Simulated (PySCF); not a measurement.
# The bond of TlSe, level by level

What are the lowest state that PBE0 finds, the bond length, vibrational wavenumber and bond energy of TlSe, and how much do these hang on the method?

Method: Tl def2-TZVPP with ECP60, Se def2-TZVPP, scalar-relativistic core potentials; program: PySCF 2.14.0.

## 1. Set-up

A driver script around PySCF takes these settings:

```
atoms                         : Tl, Se
charge                        : 0
basis                         : Tl def2-TZVPP with ECP60, Se def2-TZVPP
Hamiltonian                   : scalar-relativistic core potentials
basis functions               : 98
electrons treated             : 55
masses in u                   : 204.9744, 79.9165
levels                        : PBE0, PBE, r²SCAN, M06-2X, r²SCAN0, BP86, PBEsol, ωB97M-V, HF, MP2, SCS-MP2, CCSD, CCSD(T)
grid                          : 80 radial by 434 angular points
occupations                   : held fixed by the projection of orbital angular momentum
dissociation limit            : Tl + Se, each in its ground configuration
starting distance in angstrom : 2.545
values of 2S to try           : 1, 3
```

Started as:

```
OMP_NUM_THREADS=2 python dia.py task.json out
```

The runs that follow: First curve: PBE0; Higher solutions at PBE0; PBE; r²SCAN (meta-GGA); M06-2X; r²SCAN0 (hybrid meta-GGA); BP86 (GGA); PBEsol (GGA); ωB97M-V (range-separated hybrid); UHF; Correlated methods on the Hartree–Fock reference.

What does the calculation give? Wanted: for each run, Re; ωe; De; μ.

**Answer**, as computed:

Lowest PBE0 solution found, without spin–orbit coupling: ²Π (doublet), unpaired electrons π ↑. State 2 has its PBE0 minimum 0.18 eV higher. State 3 has its PBE0 minimum 2.78 eV higher. The other levels ran on the lowest alone.

```tsv
level	Re (Å)	ωe (cm⁻¹)	De (eV)	μ (D)
UHF	2.749	168.1	1.69	-4.31
UHF-MP2	2.698	179.4	2.78	n/a
UHF-SCS-MP2	2.721	174.5	2.70	n/a
UHF-CCSD	2.717	175.5	2.59	n/a
UHF-CCSD(T)	2.716	175.7	2.71	n/a
PBE	2.736	167.6	3.02	-3.50
PBEsol	2.697	175.0	3.21	-3.27
BP86	2.738	167.2	3.00	-3.52
r²SCAN	2.713	173.9	2.96	-3.57
PBE0	2.710	174.1	2.88	-3.67
r²SCAN0	2.697	177.5	2.82	-3.67
M06-2X	2.748	167.4	2.66	-4.31
ωB97M-V	2.695	177.8	2.79	-3.73
```

De is counted to Tl + Se in their ground configurations. A positive dipole means Tl(−)Se(+).

Differences from CCSD(T) in the same basis:

```tsv
level	Re (mÅ)	ωe (%)
UHF	+33	-4.3
UHF-MP2	-18	+2.1
UHF-SCS-MP2	+5	-0.7
UHF-CCSD	+1	-0.1
PBE	+20	-4.6
PBEsol	-19	-0.4
BP86	+22	-4.8
r²SCAN	-3	-1.0
PBE0	-6	-0.9
r²SCAN0	-18	+1.1
M06-2X	+32	-4.7
ωB97M-V	-21	+1.2
```

What this shows: Against CCSD(T) in the same basis, the bond length is nearest at UHF-CCSD (+1 mÅ) and farthest at UHF (+33 mÅ); the wavenumber is nearest at UHF-CCSD (-0.1 %) and farthest at BP86 (-4.8 %). Of the levels with a De here, UHF gives the least (1.69 eV) and PBEsol the most (3.21 eV).

Correlated steps freeze 13 core orbitals. Spin–orbit coupling is left out, which matters for elements this heavy, above all for dissociation energies. With spin–orbit coupling the term label itself may not hold.
